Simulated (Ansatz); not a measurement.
# Ni (fcc type): the cost of one run

Computed with Ansatz 0.2.0 (DFT, PBE, PAW with Ansatz's default frozen-core files, scalar-relativistic, unless a step's input says otherwise).

### 1 The starting structure

The structure is cubic, space group Fm-3m (No. 225). The conventional cell has a = 3.519 Å, b = 3.519 Å, c = 3.519 Å, α = 90.00°, β = 90.00°, γ = 90.00°. Around Ni (site symmetry m-3m) lie 12 Ni at 2.49 Å.

Coordinates:

```
CELL_PARAMETERS angstrom
0.00000 1.75970 1.75970
1.75970 0.00000 1.75970
1.75970 1.75970 0.00000
ATOMIC_POSITIONS crystal
Ni 0.00000 0.00000 0.00000
```

### 2 Bulk cell relaxed, PAW

Input file input.yaml:

```yaml
crystal:
  lattice:
    - [0.0, 1.7597012234, 1.7597012234]
    - [1.7597012234, 0.0, 1.7597012234]
    - [1.7597012234, 1.7597012234, 0.0]
  atoms:
    - { symbol: Ni, position: [0.0, 0.0, 0.0], spin: 1.0 }
magnetization:
  spin_polarized: true
kpoints:
  mp_grid: { grid: [21, 21, 21] }
scf:
  occupations: { method: fermi_dirac, width: 0.05 }
hamiltonian:
  xc: pbe
  pseudopotentials: { kind: paw }
output:
  forces: true
  stress: true
  write_density: true
  write_potential: true
  elf: true
  volumetric_format: npy
relax:
  f_tol: 0.005
  max_steps: 40
  cell: {}
```

The run is started by

```sh
$ ansatz run input.yaml --threads 3 --pin off --max-ram 9216MiB --backend cpu --events-out ev --progress --plain --runs-dir out
```

What time and memory should one allow on 3 threads of Arm Neoverse V2, shared host?

About 12 s, with a peak of 0.37 GiB.
